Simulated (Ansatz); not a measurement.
**ClGeH6NSi: how energies converge with the basis set**

The task here is to estimate one member of a computed series from the others.

Computed with Ansatz 0.2.0, Gaussian basis. Level: one geometry, several basis sets.

The runs, in order: PBE0-D4/def2-SVP; ωB97M-V/def2-SVP; PBE0-D4/def2-QZVPP; ωB97M-V/def2-QZVPP; the functionals' def2-TZVPP values are taken from earlier runs.

### The relaxed structure

An earlier PBE0-D4 in a triple-zeta def2 set relaxation fixed the geometry.

SMILES `N[SiH2][GeH2][Cl]`, 10 atoms, charge 0, spin multiplicity 1.

Atoms are counted from 1 here; the program's logs count them from 0.

Bond lengths: N1–Si2 1.717 Å, N1–H5 1.008 Å, N1–H6 1.009 Å, Si2–Ge3 2.396 Å, Si2–H7 1.485 Å, Si2–H8 1.486 Å, Ge3–Cl4 2.184 Å, Ge3–H9 1.541 Å, Ge3–H10 1.540 Å. Angles: Si2–N1–H5 118.8°, Si2–N1–H6 118.5°, H5–N1–H6 110.4°, N1–Si2–Ge3 112.5°, N1–Si2–H7 109.8°, N1–Si2–H8 108.3°, Ge3–Si2–H7 106.2°, Ge3–Si2–H8 109.6°, H7–Si2–H8 110.5°, Si2–Ge3–Cl4 102.7°, Si2–Ge3–H9 115.8°, Si2–Ge3–H10 117.6°, Cl4–Ge3–H9 104.9°, Cl4–Ge3–H10 105.5°, H9–Ge3–H10 108.8°.

Set-up of the first run:

Input file in.yaml:

```yaml
crystal:
  periodic: [false, false, false]
  atoms:
    - {symbol: N, position_ang: [-1.711696, 0.123835, -0.721659]}
    - {symbol: Si, position_ang: [-0.374883, -0.884880, -0.341346]}
    - {symbol: Ge, position_ang: [1.371387, 0.297730, 0.795024]}
    - {symbol: Cl, position_ang: [1.568902, 2.119992, -0.391714]}
    - {symbol: H, position_ang: [-2.399518, 0.308383, -0.008451]}
    - {symbol: H, position_ang: [-1.547931, 0.951256, -1.275489]}
    - {symbol: H, position_ang: [0.228268, -1.414628, -1.590965]}
    - {symbol: H, position_ang: [-0.860864, -1.998840, 0.514324]}
    - {symbol: H, position_ang: [1.035940, 0.785065, 2.217434]}
    - {symbol: H, position_ang: [2.773496, -0.339014, 0.805843]}
basis:
  gaussian: {orbitals: def2-SVP}
hamiltonian: {xc: pbe0, dispersion: d4}
output: {orbitals: {seedname: orbitals}}
```

Launch:

```
$ ansatz run in.yaml --threads 4 --pin off --events-out ev --progress --plain --max-ram 10444MiB
```

Among the steps run: PBE0-D4 in def2-SVP; ωB97M-V in def2-SVP; PBE0-D4 in def2-QZVPP; ωB97M-V in def2-QZVPP.

One of the session's tables, all rows but one given; the rest of the session is left out.

It belongs to the step «Functionals by basis». 

```
functional       basis  HOMO (eV)
   PBE0-D4    def2-SVP      -7.07
   PBE0-D4  def2-TZVPP      -7.25
   PBE0-D4  def2-QZVPP      -7.29
   ωB97M-V    def2-SVP          ?
   ωB97M-V  def2-TZVPP      -9.37
   ωB97M-V  def2-QZVPP      -9.40
```

Q: Estimate the row for ωB97M-V, def2-SVP from the others.

As computed: HOMO (eV): -9.15. In the column «HOMO (eV)» it lies between ωB97M-V, def2-TZVPP (-9.37) and PBE0-D4, def2-QZVPP (-7.29).
